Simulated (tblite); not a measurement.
# C2H6Si (SMILES C1C[SiH2]1): GFN1-xTB

What is the electronic atomisation energy of C2H6Si at GFN1-xTB? 

Program for the calculation: tblite 0.8.0.

16 further runs of the same task are left out: 1 for a known fault of the program, 1 that didn't finish, 14 set aside as unsound or not needed.

## (1) Starting point

C2H6Si: 9 atoms, total charge 0, spin state singlet. SMILES: `C1C[SiH2]1`. The coordinates come from a GFN2-xTB relaxation.

Bond lengths: C1–C2 1.535 Å, C1–Si3 1.881 Å, C2–Si3 1.880 Å, C1–H4 1.081 Å, C1–H5 1.081 Å, C2–H6 1.081 Å, C2–H7 1.081 Å, Si3–H8 1.451 Å, Si3–H9 1.450 Å. Some angles: C1–C2–Si3 65.9°, C2–C1–Si3 65.9°, C1–Si3–C2 48.2°, C1–C2–H6 115.8°, C1–C2–H7 115.8°, Si3–C2–H6 120.3°, Si3–C2–H7 120.4°, C2–C1–H4 115.9°, C2–C1–H5 115.8°, Si3–C1–H4 120.5°.

## (2) Energy and forces at GFN1-xTB

The input, calc.py:

```python
import json
import numpy as np
from tblite.interface import Calculator

symbols = ["C", "C", "Si", "H", "H", "H", "H", "H", "H"]
numbers = np.array([6, 6, 14, 1, 1, 1, 1, 1, 1])
positions = np.array([
    [-0.255440, -0.160540, -0.905890],
    [0.954690, -0.001760, 0.025400],
    [-0.706290, 0.164120, 0.891330],
    [-0.393730, -1.142250, -1.336620],
    [-0.384700, 0.615890, -1.646470],
    [1.557620, -0.887590, 0.167840],
    [1.570860, 0.869600, -0.147000],
    [-1.165180, 1.490760, 1.257530],
    [-1.177820, -0.948230, 1.693880],
]) / 0.52917721

calc = Calculator("GFN1-xTB", numbers, positions, charge=0, uhf=0)
calc.set("verbosity", 0)
calc.set("accuracy", 0.1)
calc.add("spin-polarization", 1.0)
res = calc.singlepoint()

print(f"Energy: {res.get('energy') * 627.5095:.8f} kcal/mol")
eps = np.atleast_2d(res.get("orbital-energies")) * 27.211386
occ = np.atleast_2d(res.get("orbital-occupations"))
filled = occ.sum(axis=0) if eps.shape[0] == 1 else occ[0]
homo = np.nonzero(filled > 0.5)[0].max()
print(f"HOMO {eps[0, homo]:.4f} eV")
if homo + 1 < eps.shape[1]:
    print(f"LUMO {eps[0, homo + 1]:.4f} eV, gap {eps[0, homo + 1] - eps[0, homo]:.4f} eV")
mu = res.get("dipole") * 2.541746
print(f"dipole: {np.linalg.norm(mu):.4f} D, components " + " ".join(f"{c:.4f}" for c in mu))
q = res.get("charges")
g = res.get("gradient")
print("atom     charge      dE/dx        dE/dy        dE/dz   (Eh/bohr)")
for i, s in enumerate(symbols):
    print(f"{s:<2}{i + 1:<3} {q[i]:9.4f} {g[i, 0]:12.7f} {g[i, 1]:12.7f} {g[i, 2]:12.7f}")
print(f"gradient norm {np.linalg.norm(g):.6f} Eh/bohr")
out = {k: np.asarray(res.get(k)).tolist() for k in ("energy", "gradient", "charges", "dipole", "orbital-energies", "orbital-occupations")}
out.update(symbols=symbols, positions=(positions * 0.529177210903).tolist())
json.dump(out, open("results.json", "w"))
```

On the command line:

```
python calc.py
```

What it wrote:

```text
Energy: -5805.66972239 kcal/mol
HOMO -10.4845 eV
LUMO -6.0138 eV, gap 4.4707 eV
dipole: 0.7949 D, components -0.4847 0.1198 0.6185
atom     charge      dE/dx        dE/dy        dE/dz   (Eh/bohr)
C 1     -0.1478    0.0330878   -0.0003078   -0.0009910
C 2     -0.1474   -0.0073946   -0.0056965   -0.0315449
Si3      0.2146   -0.0056861    0.0014044    0.0074141
H 4      0.0422   -0.0033580    0.0045187    0.0066668
H 5      0.0423   -0.0034407   -0.0020187    0.0080177
H 6      0.0423   -0.0063372    0.0041572    0.0043444
H 7      0.0422   -0.0063427   -0.0022500    0.0055451
H 8     -0.0441   -0.0002814    0.0038658   -0.0003537
H 9     -0.0442   -0.0002471   -0.0036731    0.0009015
gradient norm 0.051045 Eh/bohr
```

It took 0.33 s on 1 thread of Intel Xeon at 2.70GHz, shared host.

## (3) The C atom: a single-point energy at GFN1-xTB

The input, job.py:

```python
import json
import numpy as np
from tblite.interface import Calculator

symbols = ["C"]
numbers = np.array([6])
positions = np.array([
    [0.000000, 0.000000, 0.000000],
]) / 0.5291772  # angstrom to bohr

tb = Calculator("GFN1-xTB", numbers, positions, charge=0, uhf=2)
tb.set("verbosity", 0)
tb.set("accuracy", 0.1)
tb.add("spin-polarization", 1.0)
sp = tb.singlepoint()

print(f"E(total): {sp.get('energy') * 2625.4996:.8f} kJ/mol")
eps = np.atleast_2d(sp.get("orbital-energies")) * 27.211386
occ = np.atleast_2d(sp.get("orbital-occupations"))
filled = occ.sum(axis=0) if eps.shape[0] == 1 else occ[0]
homo = np.nonzero(filled > 0.5)[0].max()
print("  MO   occupation   energy/eV")
for i in range(max(0, homo - 4), min(eps.shape[1], homo + 5)):
    print(f"{i + 1:4d} {filled[i]:10.4f} {eps[0, i]:12.4f}")
mu = sp.get("dipole") * 2.541746
print(f"dipole: {np.linalg.norm(mu):.4f} D, components " + " ".join(f"{c:.4f}" for c in mu))
q = sp.get("charges")
print("Charges:", " ".join(f"{s}{i + 1}={c:+.4f}" for i, (s, c) in enumerate(zip(symbols, q))))
out = {k: np.asarray(sp.get(k)).tolist() for k in ("energy", "gradient", "charges", "dipole", "orbital-energies", "orbital-occupations")}
out.update(symbols=symbols, positions=(positions * 0.529177210903).tolist())
json.dump(out, open("results.json", "w"))
```

On the command line:

```
python job.py
```

What it wrote:

```text
E(total): -4685.65511807 kJ/mol
  MO   occupation   energy/eV
   1     1.0000     -14.9491
   2     0.6667     -11.2868
   3     0.6667     -11.2868
   4     0.6667     -11.2868
dipole: 0.0000 D, components 0.0000 0.0000 0.0000
Charges: C1=+0.0000
```

Run time: 0.27 s. Hardware: 1 thread of Intel Xeon at 2.70GHz, shared host.

## (4) The H atom: a single-point energy at GFN1-xTB

The input, molecule.xyz:

```xyz
1

H      0.000000     0.000000     0.000000
```

The input, script.py:

```python
import json
import numpy as np
from ase.io import read
from tblite.ase import TBLite
from ase.units import kcal, mol as mol_
from ase.units import Debye

atoms = read("molecule.xyz")
start = atoms.get_positions()

atoms.calc = TBLite(
    method="GFN1-xTB",
    charge=0,
    multiplicity=2,
    accuracy=0.1,
    spin_polarization=1.0,
    verbosity=0,
)
print(f"Potential energy: {atoms.get_potential_energy() / (kcal / mol_):.6f} kcal/mol")
print(f"Dipole: {np.linalg.norm(atoms.get_dipole_moment()) / Debye:.4f} D")
for a, q in zip(atoms, atoms.get_charges()):
    print(f"{a.symbol}{a.index + 1} {q:+.4f}")
json.dump(dict(energy=atoms.get_potential_energy(), forces=atoms.get_forces().tolist(), dipole=atoms.get_dipole_moment().tolist(), charges=atoms.get_charges().tolist(),
               symbols=atoms.get_chemical_symbols(), start=start.tolist(), final=atoms.positions.tolist()), open("results.json", "w"))
```

Run the same way, it converges to -0.43724 Eh (log not shown).

## (5) The Si atom: the energy at GFN1-xTB

The input, run.py:

```python
import json
import numpy as np
from ase import Atoms
from ase.units import Bohr
from tblite.ase import TBLite
from ase.units import Hartree
from ase.units import Debye

mol = Atoms(["Si"], positions=Bohr * np.array([
    [0.000000, 0.000000, 0.000000],
]))
start = mol.get_positions()

mol.calc = TBLite(
    method="GFN1-xTB",
    multiplicity=3,
    accuracy=0.1,
    spin_polarization=1.0,
)
print(f"E: {mol.get_potential_energy() / Hartree:.6f} Eh")
print(f"Dipole: {np.linalg.norm(mol.get_dipole_moment()) / Debye:.4f} D")
for a, q in zip(mol, mol.get_charges()):
    print(f"{a.symbol}{a.index + 1} {q:+.4f}")
json.dump(dict(energy=mol.get_potential_energy(), forces=mol.get_forces().tolist(), dipole=mol.get_dipole_moment().tolist(), charges=mol.get_charges().tolist(),
               symbols=mol.get_chemical_symbols(), start=start.tolist(), final=mol.positions.tolist()), open("results.json", "w"))
```

On the command line:

```
python run.py
```

What it wrote:

```text
------------------------------------------------------------
  cycle        total energy    energy error   density error
------------------------------------------------------------
      1     -1.652198986251  -1.6521990E+00   8.1649658E-01
      2     -1.652198986251   0.0000000E+00   4.8989795E-01
      3     -1.652198986251   0.0000000E+00   2.9390938E-05
      4     -1.652198986251   0.0000000E+00   9.1374525E-14
------------------------------------------------------------

 total:                                   0.001 sec
E: -1.652199 Eh
Dipole: 0.0000 D
Si1 -0.0000
```

Run time: 0.29 s. Hardware: 1 thread of Intel Xeon at 2.70GHz, shared host.

## (6) Outcome

At GFN1-xTB:

| quantity | value |
| --- | --- |
| molecule: total energy | -9.25192 Eh |
| molecule: dipole moment | 0.79 D |
| molecule: HOMO energy | -10.48 eV |
| molecule: LUMO energy | -6.01 eV |
| molecule: HOMO–LUMO gap | 4.47 eV |
| molecule: largest force on an atom | 1.702 eV/Å |
| C atom: total energy | -1.78467 Eh |
| C atom: dipole moment | 0.00 D |
| C atom: HOMO energy (as the program lists it) | -11.29 eV |
| C atom: largest force on an atom | 0.000 eV/Å |
| H atom: total energy | -0.43724 Eh |
| H atom: dipole moment | 0.00 D |
| H atom: largest force on an atom | 0.000 eV/Å |
| Si atom: total energy | -1.65220 Eh |
| Si atom: dipole moment | 0.00 D |
| Si atom: largest force on an atom | 0.000 eV/Å |
| electronic atomisation energy | 38.284 eV |

**Reading.** Taking the molecule apart into free atoms costs 38.28 eV (3694 kJ/mol), before zero-point energy and without spin-orbit coupling. The largest force (molecule) is 1.70 eV/Å: the shape isn't a stationary point for this species at this level. Tight-binding and semi-empirical models aren't fitted to free atoms, so this value can be far from the true one. Mulliken charges (molecule) run from -0.15 on C1 to +0.21 on Si3.
